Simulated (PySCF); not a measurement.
**Accurate constants of IF, step by step**

One table from this session's results is given with a row withheld; the runs are named, their logs left out.

Computed with PySCF 2.14.0. Level: CCSD(T) on RHF, scalar-relativistic core potentials.

2 further runs of the same task are left out: 2 set aside as unsound or not needed.

The first run:

```yaml
molecule: IF
state: singlet, unpaired electrons none
smaller_basis: I cc-pVTZ-PP with ECP28, F cc-pVTZ
larger_basis: I cc-pVQZ-PP with ECP28, F cc-pVQZ
frozen_core_orbitals: 10
extrapolation: correlation as n⁻³ (n = 3, 4), Hartree–Fock as (n+1)·exp(−9√n)
corrections: core–valence correlation
distances_Å: 1.6953, 1.7724, 1.8495, 1.9265, 2.0036, 2.0999, 2.1962
masses_u: 126.9045, 18.9984
dissociation_limit: I + F
```

Launch:

```
OMP_NUM_THREADS=4 python comp.py task.json out
```

Among the steps run: Coupled cluster at each distance.

One table of the session follows, with a row left open; its other results are not shown here.

It belongs to the step «Coupled cluster at each distance». Parts of the energy along the bond, in eV from I + F:

| R (Å) | HF/CBS | CCSD corr. | (T) | core–valence |
| --- | --- | --- | --- | --- |
| 1.6953 | -0.218 | -1.733 | -0.1510 | -0.0410 |
| 1.7724 | ? | ? | ? | ? |
| 1.8495 | -0.850 | -1.890 | -0.1922 | 0.0005 |
| 1.9265 | -0.816 | -1.961 | -0.2138 | 0.0116 |
| 2.0036 | -0.647 | -2.029 | -0.2366 | 0.0191 |
| 2.0999 | -0.314 | -2.112 | -0.2670 | 0.0248 |
| 2.1962 | 0.097 | -2.193 | -0.3006 | 0.0277 |

Estimate the missing values for R (Å) = 1.7724.

Worked estimate for «HF/CBS». A straight line through the neighbours (1.6953, -0.218) and (1.8495, -0.850) gives -0.218 + (-0.850 + 0.218) × (1.7724 − 1.6953) / (1.8495 − 1.6953) = -0.534; a parabola fitted to 3 rows on both sides gives -0.651.

**Answer.** HF/CBS: -0.682; CCSD corr.: -1.815; (T): -0.1713; core–valence: -0.0161. In «HF/CBS» the line misses by +0.148 and the parabola by +0.031.
